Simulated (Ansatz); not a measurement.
Here is an Ansatz input file for SrMg, space group Fm-3m. Write the same calculation for the Python package.

```yaml
crystal:
  lattice:
    - [0.0, 3.499514, 3.499514]
    - [3.499514, 0.0, 3.499514]
    - [3.499514, 3.499514, 0.0]
  atoms:
    - { symbol: Sr, position: [0.5, 0.5, 0.5] }
    - { symbol: Mg, position: [0.0, 0.0, 0.0] }
kpoints:
  mp_grid: { grid: [6, 6, 6] }
hamiltonian:
  xc: pbesol
scf:
  occupations: { method: gaussian, width: 0.1 }
basis:
  ecutwfc: 470
output:
  forces: true
```

On the command line:
```console
$ ansatz run input.yaml --threads 1 --pin off --max-ram 3072MiB --backend cpu --events-out ev --progress --plain --runs-dir out
Engine: ansatz 0.2.0, x86_64-unknown-linux-gnu
Pseudopotentials: kind: paw
Pseudopotential: Sr, paw, valence charge 10, recommended cutoff 420 eV (normal), Sr.paw.azcp
Pseudopotential: Mg, paw, valence charge 10, recommended cutoff 420 eV (normal), Mg.paw.azcp
Functional definition: PBEsol
  exchange = pbesol_x
  correlation = pbesol_c
Crystal: 2 atoms, lattice volume = 85.714 Å³
Basis set: ecut = 470 eV, 1989 PW (Γ), exchange–correlation on 72×72×72 points (8 copies of the dense FFT grid, shifted against one another)
Bands: 14, of which v1, the nominal top of the filled ones, is band 10 counted from 1 (9 counted from 0)
Symmetry: 48 space group operations
Space group: Fm-3m (ITA 225), of the structure as read, at distance tolerance 4.4e-5 Å
k-points: 16 of 216
Non-local potential: Sr, projectors of the file, l = 0: 3, l = 1: 2, l = 2: 2
Non-local potential: Mg, projectors of the file, l = 0: 3, l = 1: 2, l = 2: 1
PAW form: soft (Blöchl's): semilocal exchange-correlation on the pseudo side does not see the compensation charge
PAW frozen core: Sr, regenerated for the run's functional, and the local potential with it (the file was generated under x = pbe(κ = 0.804, μ = 0.2195149727645171), c = pbe(β = 0.06672455060314922))
PAW frozen core: Mg, regenerated for the run's functional, and the local potential with it (the file was generated under x = pbe(κ = 0.804, μ = 0.2195149727645171), c = pbe(β = 0.06672455060314922))
PAW one-centre angular grid: Sr, 110 points (default); XC on 64 Gauss nodes
PAW one-centre angular grid: Mg, 110 points (default); XC on 64 Gauss nodes
Initial density: superposition of atomic densities (neutral atoms: chi_scale 0, normalization atom), corrected by the library's trained network
Initial wavefunctions: pseudopotential atomic-orbital guess
Functional: x = pbesol(κ = 0.804, μ = 0.12345679012345678), c = pbesol(β = 0.046)
SCF iter   1: F=—  HF=-5403.776940 eV  |F-HF|=—  |Δ(HF+E_count)|=         —  Δρ=1.45e-3  dr2=1.75e-3  ethr=1.77e-3  ⟨swp⟩=7.4  Hψ=1480  notcnv=0
preconditioner: auto → none  [insulator: Δε(μ)=0.115 eV  Ē_g=3.597 eV  σ=0.100 eV  W_gap=0.58  n_scr=14 (ndim 8)  ℏωp=8.0 eV  f_vac=0.000  D(μ)=3.08/eV (n_scr^D=26)  ε∞_Penn≈6.0]
SCF iter   2: F=—  HF=-5403.776616 eV  |F-HF|=—  |Δ(HF+E_count)|=   3.24e-4  Δρ=5.14e-4  dr2=1.69e-4  ethr=8.75e-6  ⟨swp⟩=3.0  Hψ=569  notcnv=0
SCF iter   3: F=—  HF=-5403.776670 eV  |F-HF|=—  |Δ(HF+E_count)|=   5.38e-5  Δρ=1.23e-4  dr2=7.32e-6  ethr=8.45e-7  ⟨swp⟩=2.0  Hψ=378  notcnv=0
SCF iter   4: F=—  HF=-5403.776678 eV  |F-HF|=—  |Δ(HF+E_count)|=   8.68e-6  Δρ=3.03e-5  dr2=5.59e-7  ethr=3.66e-8  ⟨swp⟩=2.0  Hψ=380  notcnv=0
iter 5 did not close the SCF: its close was put off for the readings that it lacked (scf_convergence_deferred on its scf_iter line)
SCF iter   5: F=-5403.776679 eV  HF=-5403.776679 eV  |F-HF|=4.59e-9  |Δ(HF+E_count)|=   3.23e-7  Δρ=5.05e-6  dr2=1.30e-8  ethr=2.80e-9  ⟨swp⟩=2.0  Hψ=364  notcnv=0
SCF iter   6: F=-5403.776679 eV  HF=-5403.776679 eV  |F-HF|=4.00e-10  |Δ(HF+E_count)|=   2.28e-9  Δρ=1.22e-6  dr2=8.31e-10  ethr=6.51e-11  ⟨swp⟩=3.0  Hψ=794  notcnv=0
SCF 1 converged in 6 iterations: F = -5403.776679 eV  dr2 = 8.31e-10
  greatest PAW one-centre occupation: 1.000 electrons in one spin orbital (limit 2), on the Mg atom at site 1 (counted from 0), in its partial waves of l = 0
SCF converged after 6 iterations
Free energy (F): -5403.776679 eV
Harris-Foulkes:  -5403.776679 eV  (|F-HF|=4.00e-10)
Internal energy: -5403.761209 eV  (E = F + TS)
E sigma→0 (E₀):  -5403.768944 eV
Entropy (-TS):   -0.015469 eV (-7.735 meV/atom)
Fermi energy:    4.273807 eV
--- Per-component energies (eV) ---
  E_band       = -513.251029
  E_kinetic    = 315.909144
  E_local      = -2593.915812  (includes V_loc(G=0)·N_el)
  E_nonlocal   = 300.840383
  E_hartree    = 863.733999
  E_xc         = -196.803681
  E_vxc        = -194.033437  (∫ρ·V_xc dr)
  E_paw        = -2926.239826  (= ΣΔE_a)
  E_vpaw       = -69.518816  (= ΣTr[D̂ρ^β])
  E_aug_tail   = -0.000003  (compensation charges beyond the density's cutoff)
  E_ewald      = -1167.478622
  E_core_change = 0.193210  (= ΣΔE_core)
  E_smearing   = -0.015469  (= −TS)
  E_closure    = 0.000000  (closes the sum)
  Σ components = -5403.776679   (vs F -5403.776679, Δ=0.00e0)
--- Forces (eV/Å), atoms counted from 1 ---
  atom   1  Sr    -0.00000000     0.00000000    -0.00000000
  atom   2  Mg    -0.00000000     0.00000000     0.00000000
  max |Σ_I F_I| component: 1.22e-30 eV/Å
```

Script `deck.py`:
```python
import json

import ansatz as az
import pandas as pd


def main() -> None:
    inputs = {
        "crystal": {
            "lattice": [
                [0.0, 3.499514, 3.499514],
                [3.499514, 0.0, 3.499514],
                [3.499514, 3.499514, 0.0],
            ],
            "atoms": [
                {"symbol": "Sr", "position": [0.5, 0.5, 0.5]},
                {"symbol": "Mg", "position": [0.0, 0.0, 0.0]},
            ],
        },
        "kpoints": {"mp_grid": {"grid": [6, 6, 6]}},
        "hamiltonian": {"xc": "pbesol"},
        "scf": {"occupations": {"method": "gaussian", "width": 0.1}},
        "basis": {"ecutwfc": 470},
        "output": {"forces": True},
    }

    done = az.Session.from_dict(inputs).plan().execute()
    summary = done.report

    n_atoms = len(summary["lattice"]["sites"])
    print("F =", round(summary["free_energy_ev"], 4), "eV for", n_atoms, "atoms")
    print("E(sigma -> 0) =", round(summary["energy_sigma0_ev"], 4), "eV, TS =", round(summary["entropy_ts_ev"], 5), "eV")
    print("closed by", summary["closed_by"], "after", summary["n_iterations"], "iterations")

    table = pd.DataFrame(summary["forces_ev_ang"], columns=["fx", "fy", "fz"])
    table.insert(0, "atom", [site["symbol"] for site in summary["lattice"]["sites"]])
    print(table.round(4).to_string())

    keep = ["free_energy_ev", "energy_sigma0_ev", "fermi_energy_ev", "n_iterations", "converged", "magnetization_mub", "n_kpoints"]
    with open("srmg.json", "w") as handle:
        json.dump({key: summary[key] for key in keep}, handle, indent=1)


if __name__ == "__main__":
    main()
```

```console
$ python deck.py
F = -5403.7767 eV for 2 atoms
E(sigma -> 0) = -5403.7689 eV, TS = 0.01547 eV
closed by deck_thresholds after 6 iterations
  atom   fx   fy   fz
0   Sr -0.0  0.0 -0.0
1   Mg -0.0  0.0  0.0
```

Reading the output:
- Total energies depend on the potentials; only differences at equal settings carry meaning. A total without «per atom» is that of the cell as typed.
- The mesh is modest for a metal, so energies can be off by several to tens of meV an atom and pressures by half a GPa or more; differences at equal mesh fare better.
- The structure comes from a database of computed cells and needn't be a stable or known phase.
- Wall time of the script: 1.8 s on 1 thread of Intel(R) Xeon(R) Platinum 8259CL CPU @ 2.50GHz (Skylake/Cascade Lake) (shared host), peak memory 0.43 GiB.

(Lines on the test bed's own set-up are left out of the output.)
